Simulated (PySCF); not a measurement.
# C₁₀H₁₀F₂O₂: NMR shifts at several levels of theory, part 1 of 2

Aim: compute the NMR shifts of C₁₀H₁₀F₂O₂ (`CCCc1cc(F)c(C(=O)O)c(F)c1`) at several levels, and see how far they spread and what each costs.

The runs use PySCF 2.14.0, with density-fitted response routines of our own; the level of theory stands in each step. All values are computed, except where a source is named. Atoms count from 0, in the outputs and in this text.

## 1. Starting geometry

24 atoms, charge 0, multiplicity 1; geometry from: GFN2-xTB.

Bonds of the start (Å): C0–C1 1.52, C1–C2 1.54, C2–C3 1.50, C3–C4 1.39, C4–C5 1.38, C5–F6 1.34, C5–C7 1.39, C7–C8 1.49, C8–O9 1.20, C8–O10 1.33, C7–C11 1.39, C11–F12 1.34, C11–C13 1.38, C13–C3 1.39, C0–H14 1.09, C0–H15 1.09, C0–H16 1.09, C1–H17 1.09, C1–H18 1.09, C2–H19 1.09, C2–H20 1.09, C4–H21 1.08, O10–H22 0.97, C13–H23 1.08.

## 2. Geometry optimisation at PBE0-D3(BJ)/def2-SVP

Job settings and geometry (Å):

```
{"job": {"xc": "PBE0", "basis": "def2-SVP", "d3": "d3bj", "grid": 1, "kind": "geom"}, "charge": 0, "multiplicity": 1}
C     -5.239940     0.201800     0.568110
C     -3.725220     0.218340     0.724520
C     -3.023470    -0.092640    -0.604900
C     -1.535980    -0.083790    -0.432780
C     -0.813390     1.091930    -0.595910
C      0.553780     1.097520    -0.400630
F      1.220860     2.243750    -0.600050
C      1.258830    -0.050720    -0.045910
C      2.742350    -0.053470     0.114960
O      3.478220    -0.883580    -0.341630
O      3.163000     0.992550     0.829880
C      0.509590    -1.215340     0.112550
F      1.126440    -2.344350     0.482550
C     -0.859880    -1.241030    -0.065700
H     -5.558130     0.943990    -0.160650
H     -5.722200     0.423550     1.516850
H     -5.579350    -0.775170     0.231360
H     -3.424370    -0.521060     1.469200
H     -3.402580     1.199170     1.079220
H     -3.349920    -1.071810    -0.958320
H     -3.315890     0.654620    -1.343990
H     -1.303220     2.008720    -0.884060
H      4.130760     0.993850     0.895430
H     -1.387640    -2.171110     0.075170
```

What it wrote:

```text
step   0  E = -735.91479926  max force = 0.014730
step   1  E = -735.91695871  max force = 0.005716
step   2  E = -735.91669000  max force = 0.005560
step   3  E = -735.91741618  max force = 0.001170
step   4  E = -735.91746405  max force = 0.001575
step   5  E = -735.91755315  max force = 0.000986
step   6  E = -735.91763060  max force = 0.001085
step   7  E = -735.91766274  max force = 0.000912
step   8  E = -735.91765300  max force = 0.000679
step   9  E = -735.91765857  max force = 0.000309
step  10  E = -735.91765505  max force = 0.000476
step  11  E = -735.91765070  max force = 0.000619
step  12  E = -735.91765179  max force = 0.000367
optimisation converged
```

Wall time 12 min (8 threads of Intel Xeon at 2.50GHz (Skylake/Cascade Lake), shared host).

Relaxation path: (the energy doesn't fall at every step)

```
step  energy from step 0 (eV)  largest force component (eV/Å)
   0                   0.0000                          0.7574
   1                  -0.0588                          0.2939
   2                  -0.0514                          0.2859
   3                  -0.0712                          0.0602
   4                  -0.0725                          0.0810
   5                  -0.0749                          0.0507
   6                  -0.0770                          0.0558
   7                  -0.0779                          0.0469
   8                  -0.0777                          0.0349
   9                  -0.0778                          0.0159
  10                  -0.0777                          0.0245
  11                  -0.0776                          0.0318
  12                  -0.0776                          0.0189
```

Close pairs (by a distance rule), those that changed most:

```
   bond  before (Å)  after (Å)  change (Å)
  C5–F6       1.341      1.324      -0.017
C11–F12       1.339      1.322      -0.017
 C0–H16       1.088      1.102      +0.014
 C0–H14       1.088      1.102      +0.014
 C0–H15       1.087      1.100      +0.013
 C4–H21       1.079      1.092      +0.013
C13–H23       1.079      1.091      +0.013
 C1–H17       1.092      1.103      +0.011
```

The final coordinates are the input of the step that follows.

```
                         at the end point                value
  point group (found at 0.08 Å tolerance)                   C1
rotational constants (GHz, main isotopes)  1.374, 0.363, 0.302
                        dipole moment (D)                 3.35
```

## 3. Shielding tensors: PBE0/pcSseg-1

Job settings and geometry (Å):

```
{"job": {"kind": "nmr", "xc": "PBE0", "basis": "pcSseg-1", "pop": false}, "charge": 0, "multiplicity": 1}
C     -5.257201     0.283271     0.597361
C     -3.744221     0.261174     0.733784
C     -3.032057    -0.054439    -0.584560
C     -1.537714    -0.075230    -0.437442
C     -0.791929     1.095782    -0.594934
C      0.580555     1.077393    -0.396198
F      1.246145     2.205772    -0.586964
C      1.276919    -0.087289    -0.040424
C      2.751813    -0.142412     0.147916
O      3.431577    -1.108641    -0.076015
O      3.257504     1.004570     0.614419
C      0.501234    -1.248739     0.100056
F      1.084853    -2.383036     0.445391
C     -0.873808    -1.252686    -0.083043
H     -5.583554     1.045558    -0.128142
H     -5.743551     0.508955     1.558099
H     -5.642599    -0.688510     0.249457
H     -3.442028    -0.484289     1.488734
H     -3.382543     1.233167     1.109974
H     -3.379383    -1.030630    -0.960653
H     -3.317099     0.695551    -1.340456
H     -1.262585     2.037419    -0.883593
H      4.215004     0.865029     0.679464
H     -1.412683    -2.192022     0.053039
```

With the program's defaults for keys left out, this is: GIAO PBE0/pcSseg-1 NMR shielding, non-relativistic, gas phase.

What it wrote:

```text
coarse grid: 21408 points
cycle   1  E = -736.0056434842  dE =  2.556e+00  |g| = 1.122e+00  |ddm| = 4.931e+00
cycle   2  E = -735.5287312582  dE =  4.769e-01  |g| = 1.956e+00  |ddm| = 2.838e+00
cycle   3  E = -736.2157913947  dE = -6.871e-01  |g| = 3.714e-01  |ddm| = 2.152e+00
cycle   4  E = -736.2411359877  dE = -2.534e-02  |g| = 1.034e-01  |ddm| = 3.596e-01
cycle   5  E = -736.2427630819  dE = -1.627e-03  |g| = 3.361e-02  |ddm| = 9.247e-02
cycle   6  E = -736.2430050067  dE = -2.419e-04  |g| = 1.032e-02  |ddm| = 4.067e-02
cycle   7  E = -736.2430275787  dE = -2.257e-05  |g| = 3.129e-03  |ddm| = 1.174e-02
cycle   8  E = -736.2430298136  dE = -2.235e-06  |g| = 1.006e-03  |ddm| = 3.849e-03
final grid: 211424 points
cycle   9  E = -736.3582772434  dE = -5.693e-05  |g| = 1.371e-02  |ddm| = 5.978e-02
cycle  10  E = -736.3582226683  dE =  5.458e-05  |g| = 2.196e-02  |ddm| = 3.108e-02
cycle  11  E = -736.3583144247  dE = -9.176e-05  |g| = 3.196e-03  |ddm| = 2.059e-02
cycle  12  E = -736.3583163487  dE = -1.924e-06  |g| = 5.886e-04  |ddm| = 2.680e-03
cycle  13  E = -736.3583164029  dE = -5.422e-08  |g| = 2.119e-04  |ddm| = 6.600e-04
cycle  14  E = -736.3583164111  dE = -8.146e-09  |g| = 6.196e-05  |ddm| = 2.425e-04
cycle  15  E = -736.3583164119  dE = -8.472e-10  |g| = 2.106e-05  |ddm| = 8.177e-05
converged SCF energy = -736.3583164119

GIAO shielding tensors (ppm)
atom      isotropic    diamagn.    paramagn.     s11        s22        s33       span
  0 C      167.599     239.647     -72.048    157.458    159.249    186.091     28.633
  1 C      152.795     247.204     -94.409    140.357    146.030    171.998     31.641
  2 C      142.016     248.823    -106.807    126.215    133.483    166.350     40.135
  3 C       27.227     265.330    -238.103    -65.204    -24.524    171.410    236.614
  4 C       68.477     258.388    -189.911    -10.408     62.945    152.895    163.303
  5 C       14.455     248.181    -233.726    -65.209     20.395     88.179    153.389
  6 F      278.259     476.902    -198.644    194.177    251.603    388.996    194.819
  7 C       75.502     269.879    -194.378     30.203     45.240    151.061    120.858
  8 C       19.655     242.873    -223.218    -81.475     64.091     76.349    157.824
  9 O     -111.878     399.740    -511.619   -341.446   -247.320    253.131    594.576
 10 O      114.077     388.431    -274.355    -34.618    132.285    244.562    279.180
 11 C       12.747     247.917    -235.169    -72.312     23.112     87.442    159.754
 12 F      280.642     477.050    -196.408    184.511    249.499    407.916    223.405
 13 C       67.832     258.549    -190.717    -11.703     62.022    153.177    164.880
 14 H       30.249      24.509       5.740     25.897     28.606     36.243     10.347
 15 H       29.937      23.056       6.881     25.505     26.902     37.405     11.900
 16 H       30.249      24.483       5.766     25.864     28.622     36.262     10.398
 17 H       29.897      31.903      -2.006     24.745     31.299     33.647      8.901
 18 H       29.890      31.916      -2.026     24.666     31.290     33.713      9.047
 19 H       28.980      32.773      -3.793     24.573     29.584     32.783      8.210
 20 H       28.971      32.732      -3.761     24.630     29.588     32.695      8.065
 21 H       24.468      34.408      -9.940     20.511     23.862     29.030      8.519
 22 H       25.208      27.477      -2.269     19.934     22.233     33.457     13.522
 23 H       24.451      34.451     -10.000     20.486     23.865     29.002      8.516
```

It took 3.1 min on 8 threads of Intel Xeon at 2.50GHz (Skylake/Cascade Lake), shared host.

The references, computed at this level on geometries of the same kind, shield at (ppm): 1H TMS 31.27, 13C TMS 184.4, 19F CFCl3 177.2, 17O H2O 334.6. Their shielding less the atom's gives the shift. The references are single molecules in the gas phase, so shifts against H2O, NH3, PH3, H3PO4 or CFCl3 are not on the usual liquid scales and can be off by tens of ppm. Atoms listed in one row are averaged.

```
        atoms                                 environment  σ (ppm)  δ (ppm)  δ scaled to CDCl3
      C5, C11            aromatic carbon bearing fluorine     13.6    170.8              165.3
           C8                      carboxylic acid carbon     19.7    164.8              159.5
           C3                 substituted aromatic carbon     27.2    157.2              152.1
      C4, C13                                 aromatic CH     68.2    116.3              112.4
           C7                 substituted aromatic carbon     75.5    108.9              105.2
           C2                 sp3 CH2 on an aromatic ring    142.0     42.4               40.7
           C1                                     sp3 CH2    152.8     31.6               30.2
           C0                               methyl carbon    167.6     16.8               15.8
     H21, H23                  hydrogen on an aromatic CH    24.46     6.81               6.67
          H22         hydrogen on an acid hydroxyl oxygen    25.21     6.06                  –
     H19, H20  hydrogen on an sp3 CH2 on an aromatic ring    28.98     2.29               2.39
     H17, H18                      hydrogen on an sp3 CH2    29.89     1.37               1.52
H14, H15, H16                 hydrogen on a methyl carbon    30.15     1.12               1.28
      F6, F12                               aryl fluorine    279.5   -102.2                  –
           O9                             carbonyl oxygen   -111.9    446.4                  –
          O10                        acid hydroxyl oxygen    114.1    220.5                  –
```

The scaled column applies a straight-line fit of computed shieldings to shifts measured in CDCl3; 19F shifts take a fit of their own (root-mean-square error 0.21 ppm for H, 2.0 ppm for C).

Ring of atoms C3, C4, C5, C7, C11, C13: NICS(0) -11.1, NICS(1) -10.6, NICS(1)zz -23.3 ppm (means of both faces).

## 4. Nuclear shieldings: PBE/pcSseg-1

Settings changed since step 3:

```diff
@@ -1,2 +1,2 @@
-{"job": {"kind": "nmr", "xc": "PBE0", "basis": "pcSseg-1", "pop": false}, "charge": 0, "multiplicity": 1}
+{"job": {"kind": "nmr", "xc": "PBE", "basis": "pcSseg-1", "pop": false}, "charge": 0, "multiplicity": 1}
 C     -5.257201     0.283271     0.597361
```

With the program's defaults for keys left out, this is: GIAO PBE/pcSseg-1 NMR shielding, non-relativistic, gas phase.

What it wrote:

```text
coarse grid: 21408 points
cycle   1  E = -735.8742413964  dE =  2.150e+00  |g| = 1.262e+00  |ddm| = 5.002e+00
cycle   2  E = -734.5496197501  dE =  1.325e+00  |g| = 2.788e+00  |ddm| = 4.148e+00
cycle   3  E = -736.0459141586  dE = -1.496e+00  |g| = 8.104e-01  |ddm| = 3.509e+00
cycle   4  E = -736.1752771241  dE = -1.294e-01  |g| = 1.896e-01  |ddm| = 7.499e-01
cycle   5  E = -736.1788019965  dE = -3.525e-03  |g| = 1.176e-01  |ddm| = 2.487e-01
cycle   6  E = -736.1816944558  dE = -2.892e-03  |g| = 3.666e-02  |ddm| = 1.432e-01
cycle   7  E = -736.1820207520  dE = -3.263e-04  |g| = 1.311e-02  |ddm| = 4.822e-02
cycle   8  E = -736.1820623432  dE = -4.159e-05  |g| = 4.150e-03  |ddm| = 1.638e-02
cycle   9  E = -736.1820661849  dE = -3.842e-06  |g| = 1.113e-03  |ddm| = 5.134e-03
final grid: 211424 points
cycle  10  E = -736.3384811450  dE = -5.433e-05  |g| = 2.209e-02  |ddm| = 8.363e-02
cycle  11  E = -736.3381112025  dE =  3.699e-04  |g| = 4.886e-02  |ddm| = 6.193e-02
cycle  12  E = -736.3385620371  dE = -4.508e-04  |g| = 1.023e-02  |ddm| = 4.794e-02
cycle  13  E = -736.3385824661  dE = -2.043e-05  |g| = 1.740e-03  |ddm| = 8.406e-03
cycle  14  E = -736.3385829669  dE = -5.008e-07  |g| = 4.801e-04  |ddm| = 1.950e-03
cycle  15  E = -736.3385830116  dE = -4.476e-08  |g| = 1.693e-04  |ddm| = 5.838e-04
cycle  16  E = -736.3385830185  dE = -6.848e-09  |g| = 5.262e-05  |ddm| = 2.472e-04
cycle  17  E = -736.3385830191  dE = -6.473e-10  |g| = 2.146e-05  |ddm| = 7.624e-05
converged SCF energy = -736.3385830191

GIAO shielding tensors (ppm)
atom      isotropic    diamagn.    paramagn.     s11        s22        s33       span
  0 C      162.563     239.529     -76.967    151.982    153.224    182.482     30.500
  1 C      146.163     247.498    -101.335    133.478    138.982    166.029     32.551
  2 C      134.993     249.976    -114.983    118.778    125.986    160.217     41.439
  3 C       26.721     264.859    -238.138    -60.641    -24.208    165.012    225.653
  4 C       66.228     258.284    -192.057     -9.477     61.960    146.199    155.676
  5 C       11.384     248.467    -237.083    -58.537     13.247     79.442    137.980
  6 F      254.723     476.394    -221.671    171.431    218.258    374.478    203.047
  7 C       72.818     270.403    -197.585     30.572     42.829    145.054    114.483
  8 C       19.200     243.904    -224.705    -76.365     63.896     70.068    146.432
  9 O     -108.655     400.740    -509.395   -323.219   -236.896    234.148    557.367
 10 O      101.246     387.178    -285.931    -43.594    115.679    231.653    275.248
 11 C        9.740     248.099    -238.358    -65.775     16.685     78.311    144.086
 12 F      257.859     476.372    -218.513    160.879    215.553    397.145    236.267
 13 C       65.685     258.436    -192.751    -10.636     61.171    146.519    157.155
 14 H       30.185      24.609       5.576     26.099     28.602     35.855      9.756
 15 H       29.858      23.040       6.818     25.656     26.961     36.957     11.300
 16 H       30.186      24.575       5.611     26.065     28.618     35.874      9.809
 17 H       29.768      32.142      -2.374     24.908     31.241     33.156      8.247
 18 H       29.760      32.167      -2.407     24.825     31.231     33.224      8.399
 19 H       28.896      32.790      -3.893     24.777     29.626     32.286      7.509
 20 H       28.884      32.765      -3.882     24.828     29.629     32.193      7.365
 21 H       24.597      34.724     -10.127     21.055     23.712     29.023      7.968
 22 H       25.353      27.833      -2.480     19.987     23.257     32.814     12.826
 23 H       24.590      34.754     -10.164     21.037     23.742     28.992      7.955
```

Wall time 2.3 min (8 threads of Intel Xeon at 2.50GHz (Skylake/Cascade Lake), shared host).

This run: δ C5 169.5, C8 160.8, C3 153.3, C4 114.1, H21 6.60, H22 5.84 ppm (means over like atoms).

## 5. Shielding tensors: wB97X-D/pcSseg-1

Settings changed since step 4:

```diff
@@ -1,2 +1,2 @@
-{"job": {"kind": "nmr", "xc": "PBE", "basis": "pcSseg-1", "pop": false}, "charge": 0, "multiplicity": 1}
+{"job": {"kind": "nmr", "xc": "wB97X-D", "basis": "pcSseg-1", "pop": false}, "charge": 0, "multiplicity": 1}
 C     -5.257201     0.283271     0.597361
```

With the program's defaults for keys left out, this is: GIAO wB97X-D/pcSseg-1 NMR shielding, non-relativistic, gas phase.

What it wrote:

```text
coarse grid: 21408 points
cycle   1  E = -736.5240841040  dE =  3.057e+00  |g| = 1.198e+00  |ddm| = 4.878e+00
cycle   2  E = -736.3583662429  dE =  1.657e-01  |g| = 1.615e+00  |ddm| = 2.344e+00
cycle   3  E = -736.7917637052  dE = -4.334e-01  |g| = 2.026e-01  |ddm| = 1.483e+00
cycle   4  E = -736.7980457703  dE = -6.282e-03  |g| = 9.237e-02  |ddm| = 1.943e-01
cycle   5  E = -736.7994805284  dE = -1.435e-03  |g| = 1.872e-02  |ddm| = 7.348e-02
cycle   6  E = -736.7995555659  dE = -7.504e-05  |g| = 6.880e-03  |ddm| = 2.360e-02
cycle   7  E = -736.7995668682  dE = -1.130e-05  |g| = 1.445e-03  |ddm| = 8.002e-03
cycle   8  E = -736.7995679070  dE = -1.039e-06  |g| = 8.343e-04  |ddm| = 3.353e-03
final grid: 211424 points
cycle   9  E = -736.9199442721  dE = -2.699e-04  |g| = 8.246e-03  |ddm| = 8.762e-02
cycle  10  E = -736.9199468405  dE = -2.568e-06  |g| = 8.443e-03  |ddm| = 1.938e-02
cycle  11  E = -736.9199577312  dE = -1.089e-05  |g| = 8.786e-04  |ddm| = 7.031e-03
cycle  12  E = -736.9199578933  dE = -1.621e-07  |g| = 4.790e-04  |ddm| = 1.756e-03
cycle  13  E = -736.9199579499  dE = -5.656e-08  |g| = 6.817e-05  |ddm| = 5.542e-04
cycle  14  E = -736.9199579527  dE = -2.839e-09  |g| = 5.062e-05  |ddm| = 1.801e-04
cycle  15  E = -736.9199579534  dE = -6.726e-10  |g| = 1.993e-05  |ddm| = 7.651e-05
converged SCF energy = -736.9199579534

GIAO shielding tensors (ppm)
atom      isotropic    diamagn.    paramagn.     s11        s22        s33       span
  0 C      167.826     239.268     -71.442    157.854    159.974    185.651     27.796
  1 C      153.620     247.107     -93.487    140.986    147.197    172.678     31.692
  2 C      143.263     249.077    -105.814    128.139    134.298    167.353     39.214
  3 C       25.118     265.492    -240.373    -70.502    -25.945    171.802    242.304
  4 C       67.826     259.466    -191.640    -12.262     62.862    152.878    165.140
  5 C       12.856     248.926    -236.069    -70.390     20.897     88.063    158.453
  6 F      285.727     477.067    -191.340    203.784    261.043    392.354    188.571
  7 C       74.566     270.444    -195.878     28.332     45.010    150.354    122.022
  8 C       18.415     243.267    -224.852    -83.988     62.812     76.423    160.411
  9 O     -109.050     400.392    -509.442   -338.746   -246.286    257.883    596.629
 10 O      117.273     389.185    -271.912    -31.041    134.401    248.459    279.501
 11 C       11.172     248.698    -237.526    -77.325     23.316     87.525    164.849
 12 F      287.801     477.265    -189.464    194.490    259.037    409.877    215.387
 13 C       67.141     259.630    -192.490    -13.600     61.881    153.142    166.742
 14 H       30.355      24.490       5.865     25.977     28.731     36.357     10.380
 15 H       30.067      22.994       7.073     25.632     27.025     37.543     11.911
 16 H       30.355      24.455       5.899     25.943     28.745     36.376     10.432
 17 H       30.048      32.155      -2.107     24.891     31.434     33.819      8.928
 18 H       30.040      32.173      -2.133     24.812     31.424     33.885      9.072
 19 H       29.129      32.856      -3.727     24.701     29.721     32.966      8.265
 20 H       29.123      32.823      -3.700     24.762     29.726     32.881      8.118
 21 H       24.562      34.469      -9.908     20.566     23.962     29.157      8.591
 22 H       25.255      27.228      -1.972     20.038     22.132     33.596     13.557
 23 H       24.543      34.508      -9.966     20.537     23.962     29.129      8.592
```

Run time: 3.9 min. Hardware: 8 threads of Intel Xeon at 2.50GHz (Skylake/Cascade Lake), shared host.

Key values: δ C5 172.5, C8 166.1, C3 159.4, C4 117.1, H21 6.83, H22 6.12 ppm (means over like atoms).

(Continued in part 2 of 2.)
